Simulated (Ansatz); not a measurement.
# CH3FOSn: one species, many methods

An exercise on one series of results from a longer session: the logs are not shown, and one member is left open.

The runs use Ansatz 0.2.0, Gaussian basis; functionals in def2-TZVPP, the program's frozen cores in correlated methods.

The runs, in order: LDA (SPW92), PBE-D4, revPBE-D4, BLYP-D4, r2SCAN-D4, B97M-V, PBE0-D4, B3LYP-D4, r2SCANh-D4, r2SCAN0-D4, HSE06-D4, BHLYP-D4, CAM-B3LYP-D4, LC-ωPBE, ωB97X-V, ωB97M-V, B2PLYP, PBE-QIDH; CCSD(T)/def2-SVP; CCSD(T)/def2-TZVPP; MP2/def2-QZVPP; extrapolation to the limit; RPA on PBE.

## Structure used throughout

The geometry comes from an earlier relaxation with PBE0-D4 in a triple-zeta def2 set; it is a stationary point, not always the lowest conformer. Sn takes the def2 core potential; no spin-orbit term is included.

7 atoms, charge 0, spin multiplicity 1.

Atoms are counted from 1 here; the program's logs count them from 0.

Bond lengths: F1–Sn2 1.986 Å, Sn2–O4 2.396 Å, Sn2–H5 1.785 Å, C3–O4 1.211 Å, C3–H6 1.099 Å, C3–H7 1.100 Å. Angles: F1–Sn2–O4 81.5°, F1–Sn2–H5 93.3°, O4–Sn2–H5 83.5°, O4–C3–H6 120.7°, O4–C3–H7 119.3°, H6–C3–H7 120.0°, Sn2–O4–C3 119.2°.

The first run:

The input, in.yaml:

```yaml
crystal:
  periodic: [false, false, false]
  atoms:
    - {symbol: F, position_ang: [1.076402, -1.149808, -1.027565]}
    - {symbol: Sn, position_ang: [-0.660297, -1.840194, -0.356532]}
    - {symbol: C, position_ang: [-0.050743, 1.249006, -0.002728]}
    - {symbol: O, position_ang: [-0.928812, 0.458755, 0.263629]}
    - {symbol: H, position_ang: [-0.064087, -2.011255, 1.316894]}
    - {symbol: H, position_ang: [0.867431, 0.918059, -0.508172]}
    - {symbol: H, position_ang: [-0.178494, 2.307536, 0.268774]}
basis:
  gaussian: {orbitals: def2-TZVPP}
hamiltonian: {xc: lda}
output: {orbitals: {seedname: orbitals}}
```

Command:

```
> ansatz run in.yaml --threads 2 --pin off --events-out ev --progress --plain --max-ram 4352MiB
```

Steps of the session up to this table: LDA; PBE-D4 (GGA); revPBE-D4 (GGA); BLYP-D4 (GGA); r2SCAN-D4 (meta-GGA); B97M-V (meta-GGA); PBE0-D4 (hybrid); B3LYP-D4 (hybrid); r2SCANh-D4 (hybrid); r2SCAN0-D4 (hybrid); HSE06-D4 (hybrid); BHLYP-D4 (hybrid); CAM-B3LYP-D4 (range-separated); LC-ωPBE (range-separated); ωB97X-V (range-separated); ωB97M-V (range-separated); B2PLYP (double hybrid); PBE-QIDH (double hybrid).

One table of the session follows, with a row left open; its other results are not shown here.

It belongs to the step «Frontier levels by functional». 

```
  functional  HOMO (eV)  LUMO (eV)  gap (eV)
 LDA (SPW92)      -5.53      -3.83      1.71
      PBE-D4      -5.36      -3.57      1.79
   revPBE-D4      -5.31      -3.48      1.83
     BLYP-D4      -5.27      -3.45      1.82
   r2SCAN-D4      -5.60      -3.38      2.22
      B97M-V      -5.52      -3.27      2.25
     PBE0-D4          ?          ?         ?
    B3LYP-D4      -6.22      -2.69      3.53
  r2SCANh-D4      -5.96      -2.93      3.03
  r2SCAN0-D4      -6.52      -2.27      4.25
    HSE06-D4      -5.96      -2.79      3.17
    BHLYP-D4      -7.27      -1.12      6.15
CAM-B3LYP-D4      -7.61      -1.16      6.45
     LC-ωPBE      -8.79       0.15      8.94
     ωB97X-V      -8.51       0.06      8.57
     ωB97M-V      -8.42      -0.05      8.37
```

**Question.** Estimate the row for PBE0-D4.

The run gave: HOMO (eV): -6.35; LUMO (eV): -2.40; gap (eV): 3.95. In the column «HOMO (eV)» it lies between r2SCAN0-D4 (-6.52) and B3LYP-D4 (-6.22).
